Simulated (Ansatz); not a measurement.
# CH7BGaOP: the cost of one run

Computed with Ansatz 0.2.0, Gaussian basis. Level: RKS PBE0-D4/def2-TZVP.

Plan: relaxation at PBE0-D4/def2-TZVP; harmonic vibrations at the same level; a single point in def2-TZVPP for the fields.

## Step 1: Where the work starts

SMILES `[CH3][Ga]([PH2])[BH]O`, 12 atoms, charge 0, spin multiplicity 1.

Atoms are counted from 1 here; the program's logs count them from 0.

Bond lengths: C1–Ga2 2.071 Å, C1–H6 1.095 Å, C1–H7 1.095 Å, C1–H8 1.096 Å, Ga2–P3 2.398 Å, Ga2–B4 2.124 Å, P3–H9 1.393 Å, P3–H10 1.400 Å, B4–O5 1.346 Å, B4–H11 1.183 Å, O5–H12 0.965 Å. Angles: Ga2–C1–H6 111.7°, Ga2–C1–H7 112.8°, Ga2–C1–H8 109.7°, H6–C1–H7 107.7°, H6–C1–H8 107.1°, H7–C1–H8 107.7°, C1–Ga2–P3 115.3°, C1–Ga2–B4 119.3°, P3–Ga2–B4 122.8°, Ga2–P3–H9 90.6°, Ga2–P3–H10 87.1°, H9–P3–H10 91.0°, Ga2–B4–O5 94.6°, Ga2–B4–H11 144.8°, O5–B4–H11 120.5°, B4–O5–H12 119.6°.

Geometry (Å):

```xyz
12

C    -1.2425    0.5581    1.2809
Ga    0.1579   -0.5434    0.2246
P     2.3785   -0.5123    1.1289
B    -0.2598   -1.1107   -1.7788
O    -0.1989    0.1448   -2.2611
H    -2.1211   -0.0427    1.5378
H    -0.8413    0.9744    2.2106
H    -1.5931    1.3947    0.6663
H     1.9253    0.1680    2.2574
H     2.5641    0.6950    0.4441
H    -0.4448   -2.0248   -2.5059
H    -0.3243    0.2989   -3.2050
```

The start is a GFN2-xTB geometry.

## Step 2: Geometry optimisation, PBE0-D4/def2-TZVP

Contents of in.yaml:

```yaml
crystal:
  periodic: [false, false, false]
  atoms:
    - {symbol: C, position_ang: [-1.242540, 0.558130, 1.280870]}
    - {symbol: Ga, position_ang: [0.157910, -0.543430, 0.224640]}
    - {symbol: P, position_ang: [2.378520, -0.512320, 1.128930]}
    - {symbol: B, position_ang: [-0.259770, -1.110700, -1.778750]}
    - {symbol: O, position_ang: [-0.198920, 0.144820, -2.261050]}
    - {symbol: H, position_ang: [-2.121140, -0.042680, 1.537790]}
    - {symbol: H, position_ang: [-0.841270, 0.974410, 2.210550]}
    - {symbol: H, position_ang: [-1.593060, 1.394730, 0.666330]}
    - {symbol: H, position_ang: [1.925260, 0.167960, 2.257360]}
    - {symbol: H, position_ang: [2.564110, 0.695010, 0.444120]}
    - {symbol: H, position_ang: [-0.444820, -2.024850, -2.505860]}
    - {symbol: H, position_ang: [-0.324290, 0.298940, -3.204950]}
basis:
  gaussian: {orbitals: def2-TZVP}
hamiltonian: {xc: pbe0, dispersion: d4}
relax: {f_tol: 0.005, max_steps: 150}
```

On the command line:

```bash
> ansatz run in.yaml --threads 4 --pin off --events-out ev --progress --plain --max-ram 10444MiB
```

Q: Estimate wall time and peak memory on 4 threads of AMD EPYC 9B45, shared host.

About 29 s, with a peak of 0.73 GiB.
